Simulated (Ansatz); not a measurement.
**ZrTeSe (2H monolayer (Janus) type, one sheet): optical response by level**

How does ZrTeSe (2H monolayer (Janus) type, one sheet) absorb light if electrons and holes don't interact? The runs, in order: HSE06 for the gap; optics with PBE with spin-orbit coupling on 6×6×1.

Method: plane waves, PAW; no local fields, no excitons, in Ansatz 0.2.0.

7 further runs of the same task are left out: 7 for a known fault of the program.

## (1) The structure to begin with

Symmetry: P3m1, No. 156, trigonal system. Conventional cell: a = 3.827 Å, b = 3.827 Å, c = 31.629 Å, α = 90.00°, β = 90.00°, γ = 120.00°. Around Zr (site symmetry 3m) lie 3 Se at 2.70 Å and 3 Te at 2.95 Å. Se (site symmetry 3m) has 3 Zr at 2.70 Å as nearest neighbours. Around Te (site symmetry 3m) lie 3 Zr at 2.95 Å.

Structure file:

```
CELL_PARAMETERS angstrom
3.82743 0.00000 0.00000
-1.91372 3.31466 0.00000
0.00000 0.00000 31.62931
ATOMIC_POSITIONS crystal
Zr 0.33333 0.66667 0.28868
Se 0.66667 0.33333 0.33785
Te 0.66667 0.33333 0.22711
```

The cell was relaxed beforehand with r2SCAN; those runs aren't shown. The cell holds one sheet and vacuum, and is periodic in the plane alone; ε, where given, is a mean over the whole height of the cell, so ε₂ and ε₁ − 1 scale inversely with that height and aren't the sheet's own values. Spin-orbit coupling, which matters for Te, is in the runs so named alone.

## (2) A hybrid for the gap

The input, input.yaml:

```yaml
crystal:
  lattice:
    - [3.8274347994, 0.0, 0.0]
    - [-1.9137173997, 3.3146557676, 0.0]
    - [0.0, 0.0, 31.6293141208]
  atoms:
    - { symbol: Zr, position: [0.3333333333, 0.6666666667, 0.2886784345] }
    - { symbol: Se, position: [0.6666666667, 0.3333333333, 0.3378524831] }
    - { symbol: Te, position: [0.6666666667, 0.3333333333, 0.2271075742] }
  periodic: [true, true, false]
kpoints:
  mp_grid: { grid: [6, 6, 1] }
  band_path:
    path:
      - [0.0, 0.0, 0.0]
      - [0.5, 0.0, 0.0]
      - [0.3333333333, 0.3333333333, 0.0]
      - [0.0, 0.395833, 0.0]
      - [0.0, 0.4166666667, 0.0]
    npoints: 1
hamiltonian:
  xc: hse06
scf:
  occupations: { method: fixed }
  n_extra_bands: 4
output:
  forces: true
  stress: true
  eigenvalues: true
  write_density: true
  write_potential: true
  elf: true
  volumetric_format: npy
```

Further steps of the session: Optics, PBE with spin-orbit coupling.

**Question.** What will the summary of the whole plan be? Wanted: ε∞, PBE with spin-orbit coupling; tallest peak of ε₂, PBE with spin-orbit coupling; HSE06 direct gap.

The runs gave:

| quantity | value |
| --- | --- |
| ε∞, PBE with spin-orbit coupling | 5.03 (xx, yy), 2.73 (zz) |
| tallest peak of ε₂, PBE with spin-orbit coupling | 7.7 at 0.75 eV (complete to 8.2 eV) |
| HSE06 direct gap | 1.45 eV |

In words: A sheet's ε refers to the whole height of the cell: in the plane ε − 1 falls as one over that height. Local fields and excitons are left out: both change ε∞, and without excitons the onset lacks its lines.
